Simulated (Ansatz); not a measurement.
Ge, space group I4_1/amd, a convergence test of the plane-wave cutoff

Computed with Ansatz's Python interface.

The cells in order, each with its output:

```python
import warnings

import ansatz as az
```

```python
warnings.simplefilter("ignore", az.DeckWarning)

crystal = (
    az.Lattice.from_parameters(5.14897944, 5.14897944, 2.79482529, alpha=90, beta=90, gamma=90)
    .space_group(141, hermann_mauguin="I41/amd", origin_choice=1)
    .atom("Ge", (0.0, 0.5, 0.75))
    .primitive()
)
```

```python
crystal.resolved().sites[-1]
```

    Site(symbol='Ge', position=(0.5, 0.5, 0.0), moment=None, axis=None, held=None, saved=None)

```python
setup = (
    crystal.calculation()
    .kpoints(5, center="gamma")
    .functional("pbesol", dispersion="d4")
    .occupations("methfessel_paxton", width=0.2)
    .scf(extra_bands=8)
    .eigensolver("davidson", mixed_precision=False)
)
```

```python
rows = []
for value in [300, 400, 500, 600, 700]:
    summary = setup.basis(value).run(threads=1, backend="cpu").report
    rows.append((value, summary["free_energy_ev"] / len(summary["lattice"]["sites"]), summary["n_iterations"], summary["n_pw"]))
```

```python
print(" cutoff (eV)   F/atom (eV)    iterations   plane waves")
for row in rows:
    print(f"{str(row[0]):>12s}  {row[1]:12.5f}  {row[2]:12d}  {row[3]:12d}")
```

     cutoff (eV)   F/atom (eV)    iterations   plane waves
             300   -4253.42941             5           435
             400   -4253.55419             5           681
             500   -4253.55547             5           909
             600   -4253.55573             5          1253
             700   -4253.55581             5          1559

```python
for row in rows[:-1]:
    shift = 1000 * (row[1] - rows[-1][1])
    print(f"{row[0]}: {shift:+.2f} meV/atom" + ("  (within 1 meV)" if abs(shift) < 1 else ""))
```

    300: +126.40 meV/atom
    400: +1.62 meV/atom
    500: +0.34 meV/atom  (within 1 meV)
    600: +0.08 meV/atom  (within 1 meV)

From 500 eV on it stays within 1 meV an atom of the value at 700 eV; the first row (300 eV) is off by 126.4 meV and the last but one by 0.08 meV. The energy falls steadily, as expected when plane waves are added.

Caveats:
- Dispersion corrections can be off by several per cent in the lattices of metals, and by several GPa in the pressure at a fixed cell.
- The mesh is modest for a metal, so energies can be off by several to tens of meV an atom and pressures by half a GPa or more; differences at equal mesh fare better.
- This isn't the structure that Ge takes at ambient conditions.
- Shifts are counted from the last row, which is itself no proven limit.
- The script silences the warnings on its input, which a real study should read.
- Timing: 6.6 s on 1 thread of Intel(R) Xeon(R) Processor @ 2.30GHz, with other jobs on the host, peak memory 0.48 GiB.
